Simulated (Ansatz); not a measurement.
# Sc2SnSe5: the cost of one run

Program: Ansatz 0.2.0. Level of theory: DFT PBE, scalar-relativistic, plane waves, PAW, unless a step names another level. These are calculated values, not measurements.

12 further runs of the same task are left out: 3 that didn't finish, 9 set aside as unsound or not needed. Runs told in other sessions of the task aren't counted.

**1. The formula and the candidates**

Pauling electronegativities: Sc 1.36, Sn 1.96, Se 2.55 (spread 1.19). The formula balances with common oxidation states: Sn +4, Sc +3, Se -2. Tabulated atomic sizes suggest about 25 Å³/atom. 23 candidates were drawn, by swapping species into database cells of other compounds, at random by space group and Wyckoff sites, or by hand, as the table says:

```tsv
name	made from	space group no.	Wyckoff sites	atoms (primitive cell)	V (Å³/atom)
c01	database cell of Al5CuMo2	123	Sc 1a, 1d; Sn 1b; Se 4i, 1c	8	23.9
c02	random	99	Sc 2c; Sn 1b; Se 4e, 1b	8	31.7
c03	built by hand: pseudobrookite Fe2TiO5, ordered	63	Sc 8f; Sn 4c; Se 8f, 8f, 4c	16	24.6
c04	built by hand: La2SnS5 (Er2SnS5)	55	Sc 4g; Sn 2a; Se 4g, 4h, 2d	16	24.6
c05	random	216	Sc 4b, 4d; Sn 4a; Se 16e, 4c	8	24.7
c06	random	99	Sc 1a, 1a; Sn 1b; Se 4f, 1a	8	29.7
c07	built by hand: SnSe2 / Sc2Se3 layered intergrowth	164	Sc 2d; Sn 1a; Se 2d, 2d, 1b	8	25.0
c08	random	47	Sc 2r; Sn 1b; Se 2m, 1f, 2p	8	27.9
c09	random	65	Sc 4j; Sn 2b; Se 4k, 2d, 4i	8	29.9
c10	random	99	Sc 2c; Sn 1b; Se 2c, 1b, 1a, 1a	8	28.3
c11	random	139	Sc 4e; Sn 2a; Se 8h, 2b	8	28.2
c12	database cell of Li5NCl2	166	Sc 6c; Sn 3a; Se 3b, 6c, 6c	8	22.3
c13	database cell of CeAl2Pd5	139	Sc 4e; Sn 2b; Se 8g, 2a	8	24.5
c14	random	189	Sc 2e; Sn 1a; Se 2d, 3g	8	31.1
c15	random	216	Sc 4a, 4d; Sn 4b; Se 16e, 4c	8	25.8
c16	random	115	Sc 2g; Sn 1b; Se 4i, 1c	8	30.7
c17	random	123	Sc 2f; Sn 1c; Se 4n, 1b	8	28.3
c18	built by hand: ordered vacancy rock salt	12	Sc 4i; Sn 2a; Se 4i, 4i, 2b	8	24.6
c19	random	187	Sc 1b, 1c; Sn 1e; Se 2g, 1d, 2i	8	29.2
c20	random	164	Sc 2d; Sn 1a; Se 3f, 2c	8	30.3
c21	database cell of YAl2Pd5	139	Sc 4e; Sn 2a; Se 2b, 8g	8	25.1
c22	random	216	Sc 4b, 4a; Sn 4c; Se 16e, 4d	8	26.0
c23	database cell of LaAl5Ni2	71	Sc 4j; Sn 2a; Se 2d, 8l	8	27.1
```

**2. Screening run of c07**

input.yaml

```yaml
crystal:
  lattice:
    - [3.85, 0.0, 0.0]
    - [-1.925, 3.3341978, 0.0]
    - [0.0, 0.0, 15.6]
  atoms:
    - { symbol: Sc, position: [0.66666667, 0.33333333, 0.395] }
    - { symbol: Sc, position: [0.33333333, 0.66666667, 0.605] }
    - { symbol: Sn, position: [0.0, 0.0, 0.0] }
    - { symbol: Se, position: [0.66666667, 0.33333333, 0.098] }
    - { symbol: Se, position: [0.33333333, 0.66666667, 0.902] }
    - { symbol: Se, position: [0.33333333, 0.66666667, 0.3] }
    - { symbol: Se, position: [0.66666667, 0.33333333, 0.7] }
    - { symbol: Se, position: [0.0, 0.0, 0.5] }
basis:
  ecutwfc: 420
kpoints:
  mp_grid: { grid: [4, 4, 1] }
hamiltonian:
  xc: pbe
scf:
  occupations: { method: gaussian, width: 0.15 }
  lower_state_search: "off"
output:
  forces: true
  stress: true
  eigenvalues: true
relax:
  adjacent_minimum: "off"
  f_tol: 0.08
  max_steps: 16
  cell: { stress_tol: 0.8 }
```

The run is started by

```bash
> ansatz run input.yaml --threads 1 --pin off --max-ram 2560MiB --backend cpu --events-out ev --progress --plain --runs-dir out
```

What time and memory should one allow on 1 thread of Intel Xeon 6975P-C (Granite Rapids), shared host?

About 16 s, with a peak of 0.58 GiB.
